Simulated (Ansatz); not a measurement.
Turn this script for the Ansatz DFT code, driven from Python into the input file that the command-line program reads.

`tcru_vcrelax.py`
```python
from pathlib import Path

import ansatz
from ase import Atoms
from ase.io import write
import numpy as np

def edges_and_angles(cell):
    cell = np.asarray(cell)
    a, b, c = np.linalg.norm(cell, axis=1)
    cosines = cell[1] @ cell[2] / (b * c), cell[0] @ cell[2] / (a * c), cell[0] @ cell[1] / (a * b)
    return (a, b, c, *np.degrees(np.arccos(cosines)))

lattice = ansatz.Lattice.of(
    [2.724863, 0.0, 0.0],
    [-1.362431, 2.3598, 0.0],
    [0.0, 0.0, 4.312894],
)
sites = [
    ("Tc", [0.0, 0.0, 0.0]),
    ("Ru", [1 / 3, 2 / 3, 0.5]),
]
system = ansatz.Crystal(lattice=lattice)
for symbol, position in sites:
    system = system.atom(symbol, position)

setup = (
    system.calculation()
    .occupations("Fermi-Dirac", width=150 * ansatz.meV)
    .scf(tolerance=1e-08)
    .kpoints(mesh=(9, 9, 5))
    .basis(500)
    .functional(ansatz.Functional.LDA)
    .relax(pressure=30, stress_tolerance=0.01)
    .density()
    .potential()
    .electron_localization_function()
    .output_files(volumetric_format="npy")
)
steps = []


def collect(event):
    if event["event"] == "relax_step":
        steps.append(event["data"])


res = setup.session().plan().execute(on_event=collect)
rep = res.report
print("step   energy (eV)     max comp. (eV/A)   P (GPa)  SCF")
for s in steps:
    print(f"{s['step']:4d} {s['lagrangian_ev']:15.5f} {s['allowed_force_max_ev_ang']:12.4f} {s['pressure_gpa']:10.3f} {s['n_scf']:5d}")

first, last = steps[0], steps[-1]
symbols = [site.symbol for site in res.lattice.sites]
print(f"energy gained {first['lagrangian_ev'] - last['lagrangian_ev']:.4f} eV in {len(steps) - 1} steps")
for label, vectors in (("before", first["cell_ang"]), ("after", res.lattice.cell_ang)):
    print(label, "a b c (A) {:.4f} {:.4f} {:.4f}  angles {:.2f} {:.2f} {:.2f}".format(*edges_and_angles(vectors)), f" V = {abs(np.linalg.det(vectors)):.3f} A^3")
print("final stress xx yy zz (GPa, compression positive):", np.round(np.diag(rep["stress_gpa"]), 3) + 0.0)

relaxed = Atoms(symbols, positions=[site.position_ang for site in res.lattice.sites], cell=res.lattice.cell_ang, pbc=True)
write("relaxed.extxyz", relaxed, format="extxyz")

print("atom   start x y z (A)              end x y z (A)")
for symbol, a, b in zip(symbols, first["positions_ang"], last["positions_ang"]):
    print(f"{symbol:3s}", " ".join(f"{v:8.4f}" for v in a), "  ", " ".join(f"{v:8.4f}" for v in b))

n_atoms = len(rep["lattice"]["sites"])
print("F =", round(rep["free_energy_ev"], 4), "eV for", n_atoms, "atoms")
print("E(sigma -> 0) =", round(rep["energy_sigma0_ev"], 4), "eV, TS =", round(rep["entropy_ts_ev"], 5), "eV")
print("closed by", rep["closed_by"], "after", rep["n_iterations"], "iterations")

folder = Path(res.write_results("fields"))
print("densities in e/A^3, potentials in eV, ELF without unit")
for name in sorted(p.name for p in folder.glob("*.npy")):
    field = np.load(folder / name)
    print(f"{name:16s} {str(field.shape):16s} min {field.min():10.4f}  mean {field.mean():10.4f}  max {field.max():10.4f}")
```

```console
$ python tcru_vcrelax.py
DeckWarning: relax.cell: scf.convergence.dr2_threshold = 1e-8 eV is looser than the 8e-12 eV advised for a relaxation that steers and ends on the stress (1e-10 eV for each atom of the cell: 2, times the square of relax.cell.stress_tol = 0.01 GPa over its [...]
step   energy (eV)     max comp. (eV/A)   P (GPa)  SCF
   1    -11039.71592       0.0000    -10.338     9
   2    -11039.32264       0.0000     52.082     7
   3    -11039.61338       0.0000     26.624     6
   4    -11039.58409       0.0000     29.784     6
   5    -11039.58193       0.0000     30.005     6
   6    -11039.58198       0.0000     30.000     6
   7    -11039.58152       0.0000     29.957     6
   8    -11039.58111       0.0000     30.000     7
   9    -11039.58111       0.0000     30.000     6
energy gained -0.1348 eV in 8 steps
before a b c (A) 2.7249 2.7249 4.3129  angles 90.00 90.00 120.00  V = 27.732 A^3
after a b c (A) 2.6267 2.6267 4.1849  angles 90.00 90.00 120.00  V = 25.006 A^3
final stress xx yy zz (GPa, compression positive): [30. 30. 30.]
atom   start x y z (A)              end x y z (A)
Tc    0.0000   0.0000   0.0000     -0.0000  -0.0000   0.0000
Ru    0.0000   1.5732   2.1564      0.0000   1.5165   2.0925
F = -11039.5811 eV for 2 atoms
E(sigma -> 0) = -11039.5115 eV, TS = 0.13915 eV
closed by deck_thresholds after 6 iterations
densities in e/A^3, potentials in eV, ELF without unit
elf.npy          (20, 20, 32)     min     0.1002  mean     0.3495  max     0.7540
rho.npy          (20, 20, 32)     min     0.2285  mean     1.2397  max    10.1101
v_es.npy         (20, 20, 32)     min  -148.7945  mean     8.6568  max    28.1568
v_tot.npy        (20, 20, 32)     min  -179.1523  mean    -6.1555  max    18.0633
```
(Warnings from the package without file and line, shortened.)

`input.yaml`:
```yaml
crystal:
  lattice:
    - [2.724863, 0.0, 0.0]
    - [-1.362431, 2.3598, 0.0]
    - [0.0, 0.0, 4.312894]
  atoms:
    - { symbol: Tc, position: [0.0, 0.0, 0.0] }
    - { symbol: Ru, position: [0.3333333333333333, 0.6666666666666666, 0.5] }
basis:
  ecutwfc: 500.0
kpoints:
  mp_grid:
    grid: [9, 9, 5]
hamiltonian:
  xc: lda
scf:
  convergence:
    dr2_threshold: 1.0e-08
  occupations:
    method: fermi_dirac
    width: 0.15
relax:
  cell:
    p_target: 30.0
    stress_tol: 0.01
output:
  write_density: true
  write_potential: true
  volumetric_format: npy
  elf: true
```

Absolute energies stand on the zero of these potentials, so only differences at equal settings mean something. A total without «per atom» is that of the cell as typed. Spin is left out of this run. Forces vanish by symmetry, so the ions can't move, and the end may be a saddle. Part of the cell is held or a pressure is applied, so the end point needn't be the zero-pressure lattice. At a fixed pressure a relaxation lowers the enthalpy F + PV, while F alone can rise. The mesh is modest for a metal, so energies can be off by several to tens of meV an atom and pressures by half a GPa or more; differences at equal mesh fare better. Energies along a relaxation are free energies. Rows at an unchanged volume are solved on a plane-wave basis chosen afresh for that cell, so the energy jumps there and such rows are no steps of the walk. Symmetry holds the cell in this phase, whether or not it is the stable one at this pressure. The fields are valence quantities on the plane-wave grid; their values near the nuclei depend on the potentials. This cell is a computed structure, which may not be the phase found in nature. Hardware and time: 23 s on 1 thread of Arm Neoverse V1, on a shared host, peak memory 0.44 GiB.

(Lines on the test bed's own set-up are left out of the output.)
